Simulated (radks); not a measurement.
**Ca³⁺ in [Ne] 3s2 3p5: an all-electron calculation**

The task here is to estimate one member of a computed series from the others.

The numbers are computed with radks (a radial shooting solver on a logarithmic mesh, Libxc functionals) version 1 (scalar-relativistic Kohn-Sham, PBE, spin-polarised, spherical densities, finite nucleus; open shells are filled with parallel spins first), except any that are marked as measured or tabulated.

## Starting point

- element: calcium (Z = 20)
- charge: +3
- electrons: 17
- configuration: [Ne] 3s2 3p5
- nuclear rms radius: 3.4776 fm

The outer shells:

Ca³⁺
```
[Ne] core
3s [↑↓]
3p [↑↓][↑↓][↑ ]
```

The first run:

The run's settings:

```text
Z 20
configuration [Ne] 3s2 3p5
relativity scalar-relativistic
functional pbe,pbe
spin polarised
nucleus finite rms 3.4776 fm
c 137.035999084
```

Launch:

```console
> python run_ks.py task.json out
```

This one command runs every case of the session in turn.

One table of the session follows, with a row left open; its other results are not shown here.

It belongs to the step «Orbitals and density». From the orbitals of this run (lengths in bohr):

```
  level      <r>  outermost maximum (interpolated)  90 % within  nodes
  1s up  0.07685                            0.0503        0.137      0
1s down  0.07684                            0.0503        0.137      0
  2s up   0.3640                             0.300        0.567      1
2s down   0.3640                             0.300        0.567      1
  2p up   0.3274                             0.246        0.540      0
2p down        ?                                 ?            ?      ?
  3s up    1.122                             0.981         1.67      2
3s down    1.125                             0.982         1.68      2
  3p up    1.203                              1.02         1.83      1
3p down    1.209                              1.03         1.84      1
```

Q: Estimate the row for 2p down from the others.

The run gave: <r>: 0.3274; outermost maximum (interpolated): 0.247; 90 % within: 0.540; nodes: 0.

Caveats from the session: Open shells are spherical and high-spin; term and fine-structure splittings are not resolved.
